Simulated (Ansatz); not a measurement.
# CH₆ClOScSi: geometry and vibrations

The task is to find a stationary geometry of CH₆ClOScSi, then compute its harmonic vibrations to see whether it is a minimum and to get the zero-point energy and entropy, and look at its orbitals and charge.

The runs use Ansatz 0.2.0, Gaussian basis; RKS PBE0-D4/def2-TZVP.

Plan: relaxation at PBE0-D4/def2-TZVP; harmonic vibrations at the same level; a single point in def2-TZVPP for the fields.

## (1) The system as given

SMILES `[CH3][Sc]([Cl])[O][SiH3]`, 11 atoms, charge 0, spin multiplicity 1.

Atoms are counted from 1 here; the program's logs count them from 0.

Bond lengths: C1–Sc2 2.284 Å, C1–H6 1.105 Å, C1–H7 1.104 Å, C1–H8 1.101 Å, Sc2–Cl3 2.259 Å, Sc2–O4 1.877 Å, O4–Si5 1.609 Å, Si5–H9 1.473 Å, Si5–H10 1.475 Å, Si5–H11 1.482 Å. Angles: Sc2–C1–H6 113.9°, Sc2–C1–H7 112.5°, Sc2–C1–H8 116.1°, H6–C1–H7 104.4°, H6–C1–H8 103.9°, H7–C1–H8 104.9°, C1–Sc2–Cl3 122.6°, C1–Sc2–O4 129.8°, Cl3–Sc2–O4 107.6°, Sc2–O4–Si5 157.5°, O4–Si5–H9 108.0°, O4–Si5–H10 108.4°, O4–Si5–H11 108.0°, H9–Si5–H10 110.4°, H9–Si5–H11 110.9°, H10–Si5–H11 111.0°.

Coordinates:

```
atom    x (Å)    y (Å)    z (Å)
  C1  -0.7239   1.5262   2.1550
 Sc2   0.2044   0.8293   0.1877
 Cl3   1.5412   2.1516  -1.0637
  O4   0.0823  -0.8326  -0.6760
 Si5   0.3406  -1.9374  -1.8163
  H6  -0.1766   1.1874   3.0527
  H7  -0.7454   2.6260   2.2462
  H8  -1.7607   1.2063   2.3419
  H9  -0.9379  -2.6150  -2.0905
 H10   1.3367  -2.9014  -1.3121
 H11   0.8394  -1.2404  -3.0248
```

The start is a GFN2-xTB geometry.

## (2) Optimising with PBE0-D4/def2-TZVP

The input, in.yaml:

```yaml
crystal:
  periodic: [false, false, false]
  atoms:
    - {symbol: C, position_ang: [-0.723880, 1.526170, 2.154970]}
    - {symbol: Sc, position_ang: [0.204380, 0.829300, 0.187730]}
    - {symbol: Cl, position_ang: [1.541180, 2.151620, -1.063750]}
    - {symbol: O, position_ang: [0.082270, -0.832620, -0.675990]}
    - {symbol: Si, position_ang: [0.340610, -1.937420, -1.816330]}
    - {symbol: H, position_ang: [-0.176620, 1.187390, 3.052680]}
    - {symbol: H, position_ang: [-0.745400, 2.626000, 2.246250]}
    - {symbol: H, position_ang: [-1.760690, 1.206320, 2.341870]}
    - {symbol: H, position_ang: [-0.937910, -2.614980, -2.090470]}
    - {symbol: H, position_ang: [1.336660, -2.901360, -1.312150]}
    - {symbol: H, position_ang: [0.839390, -1.240400, -3.024820]}
basis:
  gaussian: {orbitals: def2-TZVP}
hamiltonian: {xc: pbe0, dispersion: d4}
relax: {f_tol: 0.005, max_steps: 150}
```

Command:

```console
$ ansatz run in.yaml --threads 2 --pin off --events-out ev --progress --plain --max-ram 22528MiB --backend cuda --devices 0, --max-vram 18GiB
```

The runs that follow: Force constants and modes; A single point for the fields.

Before running them: what should the planned runs give, taken together? Wanted: point group; shift from the start; total energy; dispersion term; dipole moment; lowest, highest wavenumber; HOMO, LUMO.

The runs gave:

| quantity | value |
| --- | --- |
| point group | C1 |
| steps | 15 |
| shift from the start (rms) | 0.538 Å |
| total energy | -44272.9469 eV |
| dispersion term | -195 meV |
| dipole moment | 1.65 D |
| lowest, highest wavenumber | -4, 3098 cm⁻¹ |
| HOMO, LUMO | -7.44, -2.35 eV |

**Reading.** The relaxed geometry lies 0.54 Å (rms) from the start; the bond that changed most is C1–Sc2, from 2.284 to 2.164 Å. One or more small negative wavenumbers (down to -4 cm⁻¹) point to a very flat motion, so a minimum isn't proven. The stiffest mode, 3098 cm⁻¹, is a C–H stretch. Harmonic hybrid wavenumbers usually lie a few per cent above measured fundamentals. The largest Mulliken charge, +1.24 e, sits on Sc2. The HOMO lies mostly on C1 50 %; Sc2 19 % and the LUMO on Sc2 79 %; O4 6 %.
